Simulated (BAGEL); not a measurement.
# BHSeF2 (SMILES FB(F)[SeH]): HF/3-21G (density fitting with qzvpp-jkfit)

Aim: the vertical ionisation energy of BHSeF2 at HF/3-21G (density fitting with qzvpp-jkfit), from 2 runs. 

The results are computed with BAGEL 1.2.2.

4 further runs of the same task are left out: 3 that didn't finish, 1 set aside as unsound or not needed. Runs told in other sessions of the task aren't counted.

## (1) The molecule

BHSeF2: 5 atoms, total charge 0, spin state singlet. SMILES: `FB(F)[SeH]`. The coordinates come from a PBE0-D4/def2-TZVP relaxation.

Bond lengths: F1–B2 1.317 Å, B2–F3 1.317 Å, B2–Se4 1.941 Å, Se4–H5 1.467 Å. Angles: F1–B2–F3 118.4°, F1–B2–Se4 119.0°, F3–B2–Se4 122.6°, B2–Se4–H5 93.2°.

## (2) A single-point energy at HF/3-21G (density fitting with qzvpp-jkfit)

calc.json reads:

```json
{ "bagel" : [

{
  "title" : "molecule",
  "basis" : "3-21g",
  "df_basis" : "qzvpp-jkfit",
  "angstrom" : true,
  "geometry" : [
    { "atom" : "F", "xyz" : [       0.971300,      -1.477000,       0.583800 ] },
    { "atom" : "B", "xyz" : [       0.105300,      -0.542100,       0.251300 ] },
    { "atom" : "F", "xyz" : [      -1.159100,      -0.716000,       0.574300 ] },
    { "atom" : "Se", "xyz" : [       0.735700,       1.032900,      -0.691600 ] },
    { "atom" : "H", "xyz" : [      -0.603400,       1.628400,      -0.759200 ] }
  ]
},

{
  "title" : "hf"
},

{
  "title" : "print",
  "file" : "orbitals.molden",
  "orbitals" : true
}

]}
```

On the command line:

```bash
$ BAGEL_NUM_THREADS=1 BAGEL calc.json > calc.out
```

Standard output:

```text
* using 1 threads per process

  ===============================================================
  ===============================================================

  *** Geometry ***

  { "atom" : "F", "xyz" : [      1.835491,     -2.791125,      1.103222 ] },
  { "atom" : "B", "xyz" : [      0.198988,     -1.024421,      0.474888 ] },
  { "atom" : "F", "xyz" : [     -2.190382,     -1.353044,      1.085270 ] },
  { "atom" : "Se", "xyz" : [      1.390272,      1.951898,     -1.306935 ] },
  { "atom" : "H", "xyz" : [     -1.140261,      3.077230,     -1.434680 ] },

  Number of auxiliary basis functions:      513

  Since a DF basis is specified, we compute 2- and 3-index integrals:
    o Being stored without compression. Storage requirement is 0.011 GB

  Number of basis functions:       51
  Number of electrons      :       58

    * METHOD: MOLECULE                             0.20

  *** RHF ***

  === Nuclear Repulsion ===
   231.4813469043

      * DIIS with orbital gradients will be used.

  === RHF iteration (3-21g) ===
      0      -2611.41187561          0.02600065           0.05
      1      -2611.51590944          0.01497469           0.05
      2      -2611.55089762          0.00100835           0.05
      3      -2611.55137761          0.00014857           0.05
      4      -2611.55139229          0.00004046           0.05
      5      -2611.55139337          0.00000979           0.05
      6      -2611.55139343          0.00000237           0.05
      7      -2611.55139343          0.00000092           0.05
      8      -2611.55139343          0.00000019           0.05
      9      -2611.55139343          0.00000007           0.05
     10      -2611.55139343          0.00000003           0.05
     11      -2611.55139343          0.00000001           0.05
    * SCF iteration converged.

    * Permanent dipole moment:
           (    0.260491,    -0.345798,     0.133967) a.u.

    * METHOD: HF                                   0.73

    * METHOD: PRINT                                0.01

  ===============================================================
```

Run time: 1.1 s. Hardware: 1 thread of Arm Neoverse V1, shared host.

## (3) The doublet cation at the same level

input.json reads:

```json
{ "bagel" : [

{
  "title" : "molecule",
  "basis" : "3-21g",
  "df_basis" : "qzvpp-jkfit",
  "angstrom" : "true",
  "geometry" : [
    { "atom" : "F", "xyz" : [    0.971300,   -1.477000,    0.583800 ] },
    { "atom" : "B", "xyz" : [    0.105300,   -0.542100,    0.251300 ] },
    { "atom" : "F", "xyz" : [   -1.159100,   -0.716000,    0.574300 ] },
    { "atom" : "Se", "xyz" : [    0.735700,    1.032900,   -0.691600 ] },
    { "atom" : "H", "xyz" : [   -0.603400,    1.628400,   -0.759200 ] }
  ]
},
{ "title" : "uhf", "charge" : 1, "nopen" : 1 },
{ "title" : "print", "file" : "orbitals.molden", "orbitals" : "true" }

]}
```

On the command line:

```bash
$ BAGEL_NUM_THREADS=1 BAGEL input.json > input.out
```

Standard output:

```text
* using 1 threads per process

  ===============================================================
  ===============================================================

  *** Geometry ***

  { "atom" : "F", "xyz" : [      1.835491,     -2.791125,      1.103222 ] },
  { "atom" : "B", "xyz" : [      0.198988,     -1.024421,      0.474888 ] },
  { "atom" : "F", "xyz" : [     -2.190382,     -1.353044,      1.085270 ] },
  { "atom" : "Se", "xyz" : [      1.390272,      1.951898,     -1.306935 ] },
  { "atom" : "H", "xyz" : [     -1.140261,      3.077230,     -1.434680 ] },

  Number of auxiliary basis functions:      513

  Since a DF basis is specified, we compute 2- and 3-index integrals:
    o Being stored without compression. Storage requirement is 0.011 GB

  Number of basis functions:       51
  Number of electrons      :       58

    * METHOD: MOLECULE                             0.20

  *** Open-shell HF ***

  === Nuclear Repulsion ===
   231.4813469043

      * DIIS with orbital gradients will be used.

  === UHF iteration (3-21g) ===
      0      -2611.00471280          0.05620590           0.10
      1      -2611.14828013          0.03478606           0.09
      2      -2611.18047210          0.02079770           0.10
      3      -2611.19718836          0.00067937           0.09
      4      -2611.19734722          0.00012453           0.10
      5      -2611.19737735          0.00003466           0.10
      6      -2611.19739302          0.00000797           0.10
      7      -2611.19739749          0.00000448           0.10
      8      -2611.19739951          0.00000264           0.09
      9      -2611.19740166          0.00000104           0.09
     10      -2611.19740212          0.00000033           0.09
     11      -2611.19740216          0.00000014           0.09
     12      -2611.19740217          0.00000008           0.09
     13      -2611.19740217          0.00000004           0.09
     14      -2611.19740217          0.00000002           0.09
     15      -2611.19740217          0.00000001           0.09
     16      -2611.19740217          0.00000001           0.09
    * SCF iteration converged.

    * S^2 (UHF) is 0.7561

    * Permanent dipole moment:
           (    0.096620,    -1.344127,     0.688471) a.u.

    * METHOD: UHF                                  1.72

    * METHOD: PRINT                                0.01

  ===============================================================
```

Wall time 2 s (1 thread of Arm Neoverse V1, shared host).

## (4) What came out

Level: HF/3-21G (density fitting with qzvpp-jkfit).

```
                                          quantity           value
                      singlet BHSeF2: total energy  -2611.55139 Eh
                     singlet BHSeF2: dipole moment          1.15 D
                       singlet BHSeF2: HOMO energy       -10.48 eV
                       singlet BHSeF2: LUMO energy         4.04 eV
                     singlet BHSeF2: HOMO–LUMO gap        14.52 eV
                      doublet cation: total energy  -2611.19740 Eh
                              doublet cation: ⟨S²⟩           0.756
vertical ionisation energy (to the doublet cation)        9.633 eV
```

**Reading.** The vertical ionisation energy comes to 9.63 eV (222 kcal/mol). The negative HOMO energy of the first species, 10.48 eV, lies 0.85 eV above that difference.
